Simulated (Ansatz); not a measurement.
# C₄H₇F₃: a ladder of functionals and wavefunction methods

The task here is to estimate one member of a computed series from the others.

Method: functionals in def2-TZVPP, the program's frozen cores in correlated methods; program: Ansatz 0.2.0, Gaussian basis.

Levels to be run: LDA (SPW92), PBE-D4, revPBE-D4, BLYP-D4, r2SCAN-D4, B97M-V, PBE0-D4, B3LYP-D4, r2SCANh-D4, r2SCAN0-D4, HSE06-D4, BHLYP-D4, CAM-B3LYP-D4, LC-ωPBE, ωB97X-V, ωB97M-V, B2PLYP, PBE-QIDH; CCSD(T)/def2-SVP; MP2/def2-TZVPP; MP2/def2-QZVPP; RPA on PBE.

## The geometry

All runs share one geometry, relaxed beforehand with PBE0-D4 in a triple-zeta def2 set.

SMILES `CC(F)(CF)CF`, 14 atoms, charge 0, spin multiplicity 1.

Atoms are counted from 1 here; the program's logs count them from 0.

Bond lengths: C1–C2 1.513 Å, C1–H8 1.091 Å, C1–H9 1.092 Å, C1–H10 1.089 Å, C2–F3 1.393 Å, C2–C4 1.514 Å, C2–C6 1.515 Å, C4–F5 1.378 Å, C4–H11 1.093 Å, C4–H12 1.094 Å, C6–F7 1.377 Å, C6–H13 1.095 Å, C6–H14 1.091 Å. Angles: C2–C1–H8 110.2°, C2–C1–H9 111.0°, C2–C1–H10 109.4°, H8–C1–H9 108.9°, H8–C1–H10 108.8°, H9–C1–H10 108.5°, C1–C2–F3 107.8°, C1–C2–C4 110.4°, C1–C2–C6 112.8°, F3–C2–C4 107.6°, F3–C2–C6 107.5°, C4–C2–C6 110.5°, C2–C4–F5 111.4°, C2–C4–H11 109.1°, C2–C4–H12 110.3°, F5–C4–H11 108.3°, F5–C4–H12 108.1°, H11–C4–H12 109.6° and more.

The first run:

Contents of in.yaml:

```yaml
crystal:
  periodic: [false, false, false]
  atoms:
    - {symbol: C, position_ang: [-0.515930, -0.699274, 1.177326]}
    - {symbol: C, position_ang: [-0.200974, 0.286167, 0.073972]}
    - {symbol: F, position_ang: [-0.937050, 1.444640, 0.313768]}
    - {symbol: C, position_ang: [-0.638548, -0.265211, -1.266044]}
    - {symbol: F, position_ang: [-0.230995, 0.547870, -2.301838]}
    - {symbol: C, position_ang: [1.262461, 0.676338, 0.034726]}
    - {symbol: F, position_ang: [1.705832, 1.021389, 1.291850]}
    - {symbol: H, position_ang: [-1.575209, -0.961739, 1.157352]}
    - {symbol: H, position_ang: [0.076140, -1.610055, 1.068917]}
    - {symbol: H, position_ang: [-0.283940, -0.249329, 2.141602]}
    - {symbol: H, position_ang: [-1.729686, -0.328297, -1.287863]}
    - {symbol: H, position_ang: [-0.210225, -1.259467, -1.424948]}
    - {symbol: H, position_ang: [1.865601, -0.164474, -0.322432]}
    - {symbol: H, position_ang: [1.399623, 1.532240, -0.627684]}
basis:
  gaussian: {orbitals: def2-TZVPP}
hamiltonian: {xc: lda}
output: {orbitals: {seedname: orbitals}}
```

Run with:

```
ansatz run in.yaml --threads 4 --pin off --events-out ev --progress --plain --max-ram 11315MiB
```

Steps of the session up to this table: LDA; PBE-D4 (GGA); revPBE-D4 (GGA); BLYP-D4 (GGA); r2SCAN-D4 (meta-GGA); B97M-V (meta-GGA); PBE0-D4 (hybrid); B3LYP-D4 (hybrid); r2SCANh-D4 (hybrid); r2SCAN0-D4 (hybrid); HSE06-D4 (hybrid); BHLYP-D4 (hybrid); CAM-B3LYP-D4 (range-separated); LC-ωPBE (range-separated); ωB97X-V (range-separated); ωB97M-V (range-separated); B2PLYP (double hybrid); PBE-QIDH (double hybrid).

One table of the session follows, with a row left open; its other results are not shown here.

It belongs to the step «Orbital energies across the functionals». 

```
  functional  HOMO (eV)  LUMO (eV)  gap (eV)
 LDA (SPW92)      -7.74      -0.10      7.64
      PBE-D4      -7.57       0.10      7.67
   revPBE-D4      -7.49       0.20      7.69
     BLYP-D4      -7.53       0.09      7.62
   r2SCAN-D4      -7.93       0.80      8.73
      B97M-V      -8.13       0.26      8.39
     PBE0-D4      -9.27       0.93     10.19
    B3LYP-D4          ?          ?         ?
  r2SCANh-D4      -8.57       1.06      9.63
  r2SCAN0-D4      -9.52       1.42     10.93
    HSE06-D4      -8.86       0.56      9.41
    BHLYP-D4     -10.94       1.51     12.44
CAM-B3LYP-D4     -10.80       1.67     12.47
     LC-ωPBE     -12.06       3.00     15.05
     ωB97X-V     -11.75       2.79     14.54
     ωB97M-V     -11.67       2.38     14.04
```

Q: Estimate the row for B3LYP-D4 from the others.

Worked estimate for «HOMO (eV)». Against the share of exact exchange, BLYP-D4 (0, -7.53), BHLYP-D4 (0.5, -10.94) give a slope of -6.82 per unit share; at 0.2 the line stands at -8.89.

As computed: HOMO (eV): -9.07; LUMO (eV): 0.57; gap (eV): 9.64. In «HOMO (eV)» the line misses by +0.18.
